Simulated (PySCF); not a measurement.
# [Bi(SH)2]+: other functionals and bases at one geometry

Aim: see how levels, charges and forces of [Bi(SH)2]+ depend on the level of theory. The structure is generated, not taken from experiment.

Method: several levels, as the steps say, no spin–orbit coupling; program: PySCF 2.14.0.

3 further runs of the same task are left out: 2 for a known fault of the program, 1 that didn't finish. Runs told in other sessions of the task aren't counted.

**1. The system as given**

5 atoms, charge 1, spin multiplicity 1.

Bond lengths: Bi1–S2 2.497 Å, Bi1–S4 2.495 Å, S2–H3 1.371 Å, S4–H5 1.370 Å. Angles: S2–Bi1–S4 97.4°, Bi1–S2–H3 93.9°, Bi1–S4–H5 96.9°.

As a file:

```csv
atom,x (Å),y (Å),z (Å)
Bi1,0.00000,1.39288,-0.35669
S2,0.00000,-0.37324,1.40911
H3,0.00000,0.52778,2.44266
S4,0.00000,-0.13032,-2.33297
H5,0.00000,-1.30866,-1.63316
```

Formal oxidation states: Bi +3. An earlier session relaxed this geometry at BP86, Bi def2-SVP with ECP60, S def2-SVP, H def2-SVP (singlet, point group Cs).

At BP86 on the finer grid: E = -1011.989746 Eh, HOMO -11.78 eV, LUMO -9.74 eV, Mulliken charge on Bi1 +0.80 e, largest force component 0.007 eV/Å. 

Levels to run: HF; PBE; wB97X; CAM-B3LYP; BP86, TZVP; BP86, x2c-SVP. Hardware: 2 threads of Arm Neoverse V2, shared host.

**2. HF**

File run.py (the lines that set the calculation):

```python
mol = gto.M(atom='''
Bi     0.00000     1.39288    -0.35669
S      0.00000    -0.37324     1.40911
H      0.00000     0.52778     2.44266
S      0.00000    -0.13032    -2.33297
H      0.00000    -1.30866    -1.63316''',
    basis={'Bi': 'def2-SVP', 'S': 'def2-SVP', 'H': 'def2-SVP'},
    ecp={'Bi': 'def2-SVP'},
    charge=1, spin=0)
mf = scf.RHF(mol)
mf = mf.density_fit()  # fitting sets: Bi def2-universal-JKFIT, S def2-universal-JKFIT, H def2-universal-JKFIT
mf.conv_tol = 1e-08; mf.max_cycle = 55
mf.kernel(dm0)  # dm0: the density of the relaxed state
```

The run is started by

```console
$ OMP_NUM_THREADS=2 python run.py
```

**3. PBE**

Edit run.py (the lines that set the calculation) of step 2 so:

```diff
@@ -9,3 +9,4 @@
     charge=1, spin=0)
-mf = scf.RHF(mol)
+mf = dft.RKS(mol, xc='PBE')
+mf.grids.atom_grid = (75, 302)
 mf = mf.density_fit()  # fitting sets: Bi def2-universal-JKFIT, S def2-universal-JKFIT, H def2-universal-JKFIT
```

**4. wB97X**

Edit run.py (the lines that set the calculation) of step 3 so:

```diff
@@ -9,3 +9,3 @@
     charge=1, spin=0)
-mf = dft.RKS(mol, xc='PBE')
+mf = dft.RKS(mol, xc='WB97X')
 mf.grids.atom_grid = (75, 302)
```

**5. CAM-B3LYP**

Edit run.py (the lines that set the calculation) of step 4 so:

```diff
@@ -9,3 +9,3 @@
     charge=1, spin=0)
-mf = dft.RKS(mol, xc='WB97X')
+mf = dft.RKS(mol, xc='CAMB3LYP')
 mf.grids.atom_grid = (75, 302)
```

**6. BP86, TZVP**

Basis: Bi def2-TZVP with ECP60, S def2-TZVP, H def2-TZVP. 

File run.py (the lines that set the calculation):

```python
mol = gto.M(atom='''
Bi     0.00000     1.39288    -0.35669
S      0.00000    -0.37324     1.40911
H      0.00000     0.52778     2.44266
S      0.00000    -0.13032    -2.33297
H      0.00000    -1.30866    -1.63316''',
    basis={'Bi': 'def2-TZVP', 'S': 'def2-TZVP', 'H': 'def2-TZVP'},
    ecp={'Bi': 'def2-TZVP'},
    charge=1, spin=0)
mf = dft.RKS(mol, xc='B88,P86')
mf.grids.atom_grid = (75, 302)
mf = mf.density_fit()  # fitting sets: Bi def2-universal-JKFIT, S def2-universal-JKFIT, H def2-universal-JKFIT
mf.conv_tol = 1e-08; mf.max_cycle = 55
mf.kernel(dm0)  # dm0: free metal ions and neutral atoms
```

**7. BP86, x2c-SVP**

Basis: Bi x2c-SVPall, S x2c-SVPall, H x2c-SVPall. All electrons are treated, with the spin-free X2C Hamiltonian.

File run.py (the lines that set the calculation):

```python
mol = gto.M(atom='''
Bi     0.00000     1.39288    -0.35669
S      0.00000    -0.37324     1.40911
H      0.00000     0.52778     2.44266
S      0.00000    -0.13032    -2.33297
H      0.00000    -1.30866    -1.63316''',
    basis={'Bi': 'x2c-SVPall', 'S': 'x2c-SVPall', 'H': 'x2c-SVPall'},
    nucmod='G',
    charge=1, spin=0)
mf = dft.RKS(mol, xc='B88,P86')
mf.grids.atom_grid = (99, 590)
mf = mf.density_fit()  # fitting sets: Bi AutoAux, S AutoAux, H AutoAux
mf = mf.sfx2c1e()
mf.conv_tol = 1e-08; mf.max_cycle = 55
mf.kernel(dm0)  # dm0: free metal ions and neutral atoms
```

**Question.** What will these runs give? Wanted: for each run, HOMO; gap; charge on Bi1; dipole; largest force component.

**Answer**, as computed:

| level | state | HOMO (eV) | gap (eV) | charge on Bi1 (e) | dipole (D) | largest force component (eV/Å) | basis functions | time |
| --- | --- | --- | --- | --- | --- | --- | --- | --- |
| BP86 (relaxed here) | singlet | -11.78 | 2.04 | 0.80 | 1.35 | 0.01 | 72 | 5.2 s |
| HF | singlet | -15.24 | 8.82 | 1.04 | 1.88 | 1.08 | 72 | 0.9 s |
| PBE | singlet | -11.67 | 2.07 | 0.81 | 1.35 | 0.05 | 72 | 2.1 s |
| wB97X | singlet | -14.89 | 7.54 | 0.93 | 1.68 | 0.98 | 72 | 2.7 s |
| CAM-B3LYP | singlet | -13.87 | 5.68 | 0.87 | 1.45 | 0.76 | 72 | 2.7 s |
| BP86, TZVP | singlet | -11.77 | 2.04 | 0.86 | 1.11 | 0.56 | 136 | 6.4 s |
| BP86, x2c-SVP | singlet | -11.79 | 2.02 | 0.79 | 1.34 | 0.71 | 108 | 15 s |

Times are on 2 threads of Arm Neoverse V2, shared host; the first row also made further properties. The dipole of a charged species depends on the origin, so these sizes hold for this origin alone.

In one basis the HOMO–LUMO gap runs from 2.04 eV (BP86) to 8.82 eV (HF). The largest leftover force, 1.08 eV/Å with HF, stands at a geometry relaxed at another level. The Mulliken charge on Bi spans +0.79 to +1.04 e over the levels. Total energies of different levels can't be compared. Spin–orbit coupling is left out throughout.
